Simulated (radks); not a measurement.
**Valence configurations of Kr²⁺**

One table from this session's results is given with a row withheld; the runs are named, their logs left out.

The numbers are computed with radks (a radial shooting solver on a logarithmic mesh, Libxc functionals) version 1 (scalar-relativistic Kohn-Sham, r2SCAN, spin-polarised, spherical densities, finite nucleus; open shells are filled with parallel spins first), except any that are marked as measured or tabulated.

**The atom as given**

| Quantity | Value |
| --- | --- |
| element | krypton (Z = 36) |
| charge | +2 |
| electrons | 34 |
| configuration | [Ar] 3d10 4s2 4p4 |
| nuclear rms radius | 4.1884 fm |
| others tried | 3d10 4s1 4p5; 3d9 4s2 4p5; 3d9.5 4s1 4p5.5; 3d10 4p6; 3d10 4s1.5 4p4.5; 3d9.5 4s2 4p4.5; 3d8.5 4s2 4p5.5; 3d8 4s2 4p6 |

Outer shells as boxes (Hund's rule):

Kr²⁺
```
[Ar] core
3d [↑↓][↑↓][↑↓][↑↓][↑↓]
4s [↑↓]
4p [↑↓][↑ ][↑ ]
```

Set-up of the first run:

The run's settings:

```text
Z 36
configuration [Ar] 3d10 4s2 4p4
relativity scalar-relativistic
functional r2scan,r2scan
spin polarised
nucleus finite rms 4.1884 fm
c 137.035999084
```

Command:

```bash
python run_ks.py task.json out
```

All runs below come from this command, one after another.

Steps of the session up to this table: [Ar] 3d10 4s2 4p4.

One table of the session follows, with a row left open; its other results are not shown here.

It belongs to the step «[Ar] 3d10 4s2 4p4». Radial moments (bohr):

```
  level     <r>  outermost maximum (interpolated)  90 % within  nodes
  3p up  0.5396                             0.463        0.822      1
3p down  0.5395                             0.463        0.821      1
  3d up       ?                                 ?            ?      ?
3d down  0.5535                             0.413        0.904      0
  4s up   1.506                              1.32         2.21      3
4s down   1.511                              1.32         2.22      3
  4p up   1.725                              1.48         2.56      2
4p down   1.743                              1.48         2.60      2
```

**Question.** Estimate the row for 3d up.

**Answer.** <r>: 0.5553; outermost maximum (interpolated): 0.413; 90 % within: 0.908; nodes: 0. In the column «<r>» it lies between 3d down (0.5535) and 4s up (1.506).
